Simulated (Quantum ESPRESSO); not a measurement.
AgRh in Quantum ESPRESSO: the effect of target pressure

AgRh:

```
CELL_PARAMETERS angstrom
2.77759 0.00000 0.00000
-1.38879 2.40546 0.00000
0.00000 0.00000 4.80860
ATOMIC_POSITIONS crystal
Ag 0.00000 0.00000 0.50000
Rh 0.66667 0.33333 0.00000
```

The cell comes from a database or a generator and needn't be the stable form of this composition.

Alike in all runs:

```yaml
Program: Quantum ESPRESSO 7.5
Task: phonons
Functional: PBE
Potentials_or_basis: PseudoDojo 0.4.1 SR PBE standard
Cutoff: 1197 eV
Density_cutoff: 4789 eV
k_mesh: 9 × 9 × 5
Occupations: cold, width 0.2 eV
Spin: no spin polarisation
```

Each run relaxes the cell or the atoms first.

Q: One run gave: relaxed volume 14.65 Å³/atom; highest phonon frequency 244 cm⁻¹. Which target pressure did it use?
A. 0 GPa
B. -3 GPa
C. 8 GPa
D. 3 GPa
E. 15 GPa

A: E.

| target pressure | relaxed volume (Å³/atom) | highest phonon frequency (cm⁻¹) |
| --- | --- | --- |
| -3 GPa | 16.15 | 187 |
| 0 GPa | 15.83 | 198 |
| 3 GPa | 15.55 | 209 |
| 8 GPa | 15.13 | 224 |
| 15 GPa | 14.65 | 244 |

Caveats: the mesh is thin for the phonons of a metal; the cell is more than 3 GPa from zero pressure, which shifts response properties (some runs).
